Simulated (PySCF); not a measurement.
**One shape, several levels: CH3AlF2O (SMILES C[O][Al]([F])[F])**

We compute a comparison of 6 runs (HF/STO-3G, HF/3-21G, HF/def2-SVP, CAM-B3LYP/cc-pVDZ, SVWN5/def2-TZVP, CCSD(T)/6-31G) of CH3AlF2O. The job is set up through a Python script.

The results are computed with PySCF 2.14.0.

## 1. The structure to begin with

The species is CH3AlF2O (8 atoms), meant as a singlet with charge 0. As SMILES, `C[O][Al]([F])[F]`. The coordinates come from a PBE0-D4/def2-TZVP relaxation.

Bond lengths: C1–O2 1.401 Å, O2–Al3 1.661 Å, Al3–F4 1.634 Å, Al3–F5 1.639 Å, C1–H6 1.095 Å, C1–H7 1.094 Å, C1–H8 1.094 Å. Angles: C1–O2–Al3 136.9°, O2–Al3–F4 119.6°, O2–Al3–F5 122.1°, F4–Al3–F5 118.3°, O2–C1–H6 112.5°, O2–C1–H7 109.7°, O2–C1–H8 109.7°, H6–C1–H7 108.4°, H6–C1–H8 108.4°, H7–C1–H8 108.1°.

## 2. Energy and gradient at HF/STO-3G (run 1)

File input.xyz:

```xyz
8

C     -0.239000     0.900700     0.881500
O     -0.459800    -0.316300     0.222600
Al     0.227600    -1.156300    -1.035300
F     -0.392600    -2.602700    -1.474500
F      1.520300    -0.581200    -1.861800
H      0.609600     1.454200     0.465200
H     -0.042800     0.715700     1.941600
H     -1.131100     1.528900     0.804800
```

File input.py:

```python
import pyscf.grad
from pyscf import gto, scf

mol = gto.M(
    atom='input.xyz',
    verbose=3,
    charge=0,
    basis='sto-3g',
    max_memory=1860,
    spin=0,
)

mf = scf.RHF(mol)
mf.conv_tol = 1e-10
mf.kernel()
if not mf.converged:
    mf = mf.newton().run(mf.mo_coeff, mf.mo_occ)

energy = mf.e_tot
print('E = %.10f Eh' % energy)
grad = mf.Gradients().kernel()
mf.analyze()
```

Run with:

```bash
OMP_NUM_THREADS=1 python input.py
```

Standard output:

```text
converged SCF energy = -548.202875394226
[... 11 lines left out ...]
MO #2   energy= -25.7747238431235  occ= 2
[... 5 lines left out ...]
MO #8   energy= -2.99882332088094  occ= 2
[... 5 lines left out ...]
MO #14  energy= -0.573628322390975 occ= 2
[... 5 lines left out ...]
MO #20  energy= -0.402168247682212 occ= 2
[... 5 lines left out ...]
MO #26  energy= 0.392141842052685  occ= 0
[... 5 lines left out ...]
MO #32  energy= 0.861013546991292  occ= 0
[... 9 lines left out ...]
Dipole moment(X, Y, Z, Debye):  0.21743,  0.77449,  0.34485
```

It took 1.4 s on 1 thread of Arm Neoverse V2, shared host; peak memory 0.12 GiB.

## 3. Energy and forces at HF/3-21G (run 2)

File job.py:

```python
from pyscf import gto

system = gto.Mole()
system.atom = '''
C     -0.239000     0.900700     0.881500
O     -0.459800    -0.316300     0.222600
Al     0.227600    -1.156300    -1.035300
F     -0.392600    -2.602700    -1.474500
F      1.520300    -0.581200    -1.861800
H      0.609600     1.454200     0.465200
H     -0.042800     0.715700     1.941600
H     -1.131100     1.528900     0.804800
'''
system.verbose = 4
system.max_memory = 1860
system.spin = 0
system.basis = '3-21g'
system.build()

calc0 = system.RHF()
calc0.conv_tol = 1e-10
calc0.kernel()
if not calc0.converged:
    calc0 = calc0.newton().run(calc0.mo_coeff, calc0.mo_occ)

e_final = calc0.e_tot
print('E(%s) = %.9f' % ('HF', e_final))
grad = calc0.nuc_grad_method().kernel()
dip = calc0.dip_moment()
pop, q = calc0.mulliken_pop()
```

Run with:

```bash
OMP_NUM_THREADS=1 python job.py
```

Standard output:

```text
PySCF version 2.14.0

[... 62 lines left out ...]
converged SCF energy = -552.44585424325
[... 12 lines left out ...]
Dipole moment(X, Y, Z, Debye):  0.17223,  2.12914,  1.35636
[... 64 lines left out ...]
charge of    7H =      0.19501
```

Run time: 1.4 s. Hardware: 1 thread of Arm Neoverse V2, shared host; peak memory 0.13 GiB.

Runs 3 to 4 aren't shown in full; the table further down has their settings and results.

## 4. Energy and gradient at SVWN5/def2-TZVP (run 5)

File run.py:

```python
import pyscf.grad
from pyscf import gto, dft

mol = gto.Mole()
mol.atom = '''
C   -0.239000   0.900700   0.881500
O   -0.459800  -0.316300   0.222600
Al   0.227600  -1.156300  -1.035300
F   -0.392600  -2.602700  -1.474500
F    1.520300  -0.581200  -1.861800
H    0.609600   1.454200   0.465200
H   -0.042800   0.715700   1.941600
H   -1.131100   1.528900   0.804800
'''
mol.verbose = 3
mol.basis = 'def2-tzvp'
mol.max_memory = 1860
mol.charge = 0
mol.build()

mf = dft.RKS(mol)
mf.xc = 'svwn'
mf.grids.level = 5
mf.conv_tol = 1e-10
mf.kernel()
if not mf.converged:
    mf = mf.newton().run(mf.mo_coeff, mf.mo_occ)

etot = mf.e_tot
print('E = %.10f Eh' % etot)
grad = mf.Gradients().kernel()
mf.analyze()
```

Run with:

```bash
OMP_NUM_THREADS=1 python run.py
```

Standard output:

```text
converged SCF energy = -554.379406959174
[... 38 lines left out ...]
MO #29  energy= 0.0627572853892793 occ= 0
[... 29 lines left out ...]
MO #59  energy= 0.683924898346068  occ= 0
[... 29 lines left out ...]
MO #89  energy= 1.91513515871853   occ= 0
[... 29 lines left out ...]
MO #119 energy= 3.2018664219519    occ= 0
[... 29 lines left out ...]
MO #149 energy= 6.72928950432063   occ= 0
[... 29 lines left out ...]
MO #179 energy= 56.6569065076611   occ= 0
[... 9 lines left out ...]
Dipole moment(X, Y, Z, Debye): -0.09111,  1.69797,  1.30033
```

It took 76 s on 1 thread of Arm Neoverse V2, shared host; peak memory 1.7 GiB.

## 5. A single-point energy at CCSD(T)/6-31G (run 6)

File calc.py:

```python
from pyscf import gto, scf, cc

mol = gto.M(
    atom='''
C     -0.451645     1.702076     1.665794
O     -0.868896    -0.597720     0.420653
Al     0.430102    -2.185090    -1.956433
F     -0.741906    -4.918390    -2.786401
F      2.872951    -1.098309    -3.518292
H      1.151977     2.748040     0.879101
H     -0.080880     1.352477     3.669092
H     -2.137469     2.889202     1.520852
''',
    basis='6-31g',
    unit='bohr',
    spin=0,
    verbose=4,
    max_memory=1860,
)

calc0 = scf.RHF(mol)
calc0.conv_tol = 1e-10
calc0.kernel()
if not calc0.converged:
    calc0 = calc0.newton().run(calc0.mo_coeff, calc0.mo_occ)

mycc = cc.CCSD(calc0, frozen=9)
mycc.kernel()
e_t = mycc.ccsd_t()
etot = mycc.e_tot + e_t
print('Final energy', etot)
calc0.analyze()
```

Run with:

```bash
OMP_NUM_THREADS=1 python calc.py
```

Standard output:

```text
PySCF version 2.14.0

[... 92 lines left out ...]
Total Energy =                        -555.331281579771826
[... 13 lines left out ...]
MO #7   energy= -3.3195407919002   occ= 2
[... 11 lines left out ...]
MO #19  energy= -0.63304498372778  occ= 2
[... 11 lines left out ...]
MO #31  energy= 0.3080844761676    occ= 0
[... 11 lines left out ...]
MO #43  energy= 1.24277309735271   occ= 0
[... 11 lines left out ...]
MO #55  energy= 2.24613813690633   occ= 0
[... 66 lines left out ...]
Dipole moment(X, Y, Z, Debye):  0.15931,  2.40517,  1.56602
```

Wall time 5.4 s (1 thread of Arm Neoverse V2, shared host); peak memory 0.17 GiB.

## 6. The series

| run | level | integration grid | task | energy (Eh) | dipole moment (D) of the reference | HOMO energy (eV) | LUMO energy (eV) | wall time |
| --- | --- | --- | --- | --- | --- | --- | --- | --- |
| 1 | HF/STO-3G | – | gradient | -548.202875 | 0.88 | -8.46 | 10.29 | 1.4 s |
| 2 | HF/3-21G | – | gradient | -552.445854 | 2.53 | -12.21 | 2.79 | 1.4 s |
| 3 | HF/def2-SVP | – | gradient | -555.143706 | 2.36 | -12.66 | 2.16 | 4.5 s |
| 4 | CAM-B3LYP/cc-pVDZ | 5 | gradient | -557.344205 | 2.22 | -10.07 | 0.08 | 45 s |
| 5 | SVWN5/def2-TZVP | 5 | gradient | -554.379407 | 2.14 | -7.33 | -2.14 | 76 s |
| 6 | CCSD(T)/6-31G | – | energy | -555.841569 | 2.87 | -12.72 | 1.97 | 5.4 s |

## 7. Summary of results

| quantity | value |
| --- | --- |
| run 6: total energy | -555.84157 Eh |
| run 6: dipole moment (Hartree–Fock density) | 2.87 D |
| run 6: HOMO energy (Hartree–Fock orbitals) | -12.72 eV |
| run 6: LUMO energy (Hartree–Fock orbitals) | 1.97 eV |
| run 6: HOMO–LUMO gap (Hartree–Fock orbitals) | 14.70 eV |
| run 6: correlation energy (9 core orbitals frozen) | -510.3 mEh |
| run 6: (T) correction | -7.65 mEh |
| run 6: T1 diagnostic | 0.014 |

What this shows: Over runs 1, 2, 3, 4, 5 the dipole moment (its size) runs from 0.88 D (HF/STO-3G) to 2.53 D (HF/3-21G). Over runs 1, 2, 3, 4, 5 the HOMO–LUMO gap runs from 5.19 eV (SVWN5/def2-TZVP) to 18.75 eV (HF/STO-3G). The two ends differ in method and basis. Totals of different functionals can't be ranked against each other. In run 1 the basis is minimal, so the values are rough. All runs together took 2.2 min, the longest 76 s.
